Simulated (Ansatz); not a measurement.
# AlGa2H (singlet): the correlation ladder, cc-pVTZ

An exercise on one series of results from a longer session: the logs are not shown, and one member is left open.

Computed with Ansatz 0.2.0, Gaussian basis. Level: cc-pVTZ, core rule «outside noble gas», up to 33 orbitals frozen.

To be run: UHF; CCSD(T) on RHF; CCSD(T) on UHF; BCCD(T) on RHF; CCSDT(Q) on RHF; CCSDT(Q) on UHF.

4 further runs of the same task are left out: 4 set aside as unsound or not needed. Runs told in other sessions of the task aren't counted.

### What is computed

The geometry is a PBE0/def2-TZVP stationary point (not a proven minimum). No spin-orbit coupling is included. The filled d shell of Ga may be among the frozen orbitals whatever the setting's name suggests.

4 atoms, charge 0, spin multiplicity 1.

Atoms are counted from 1 here; the program's logs count them from 0.

Bond lengths: Al1–Ga2 2.548 Å, Al1–Ga3 2.548 Å, Al1–H4 1.600 Å, Ga2–Ga3 2.370 Å. Angles: Ga2–Al1–Ga3 55.4°, Ga2–Al1–H4 152.3°, Ga3–Al1–H4 152.3°, Al1–Ga2–Ga3 62.3°, Al1–Ga3–Ga2 62.3°.

The first run:

Input file in.yaml:

```yaml
crystal:
  periodic: [false, false, false]
  atoms:
    - {symbol: Al, position_ang: [0.000000, 1.868499, 0.000000]}
    - {symbol: Ga, position_ang: [0.000000, -0.386610, -1.185145]}
    - {symbol: Ga, position_ang: [0.000000, -0.386610, 1.185145]}
    - {symbol: H, position_ang: [0.000000, 3.468731, 0.000000]}
basis:
  gaussian: {orbitals: cc-pVTZ}
magnetization: {spin_polarized: true, initial_magnetization: 0}
hamiltonian: {xc: hf}
output: {orbitals: {seedname: orbitals}}
```

The run is started by

```sh
$ ansatz run in.yaml --threads 1 --pin off --events-out ev --progress --plain --max-ram 4096MiB --backend cpu
```

Among the steps run: UHF; CCSD(T) on RHF; CCSD(T) on UHF; BCCD(T) on RHF; CCSDT(Q) on RHF; CCSDT(Q) on UHF.

One table of the session follows, with a row left open; its other results are not shown here.

```
   method  from RCCSDT(Q) (meV)
      RHF               +7017.0
      UHF               +6681.8
     RMP2               +1157.3
    RCCSD                     ?
 RCCSD(T)                 +84.9
  BCCD(T)                 +81.3
   RCCSDT                 +59.9
RCCSDT(Q)                     0
```

**Question.** Estimate the row for RCCSD.

The run gave: from RCCSDT(Q) (meV): +580.4. In the column «from RCCSDT(Q) (meV)» it lies between RCCSD(T) (+84.9) and RMP2 (+1157.3).

Not comparable, so not listed: CCSD(T) on UHF; CCSDT(Q) on UHF (they don't share determinant, frozen orbitals or solution with the rows shown, or repeat one).

To keep in mind: The determinant of HF (⟨S²⟩ 1.11) is far from a pure spin state, so its energy mixes those of several spin states; that is harmless only where they are near-degenerate. Warnings: restricted reference is unstable; spin contamination.
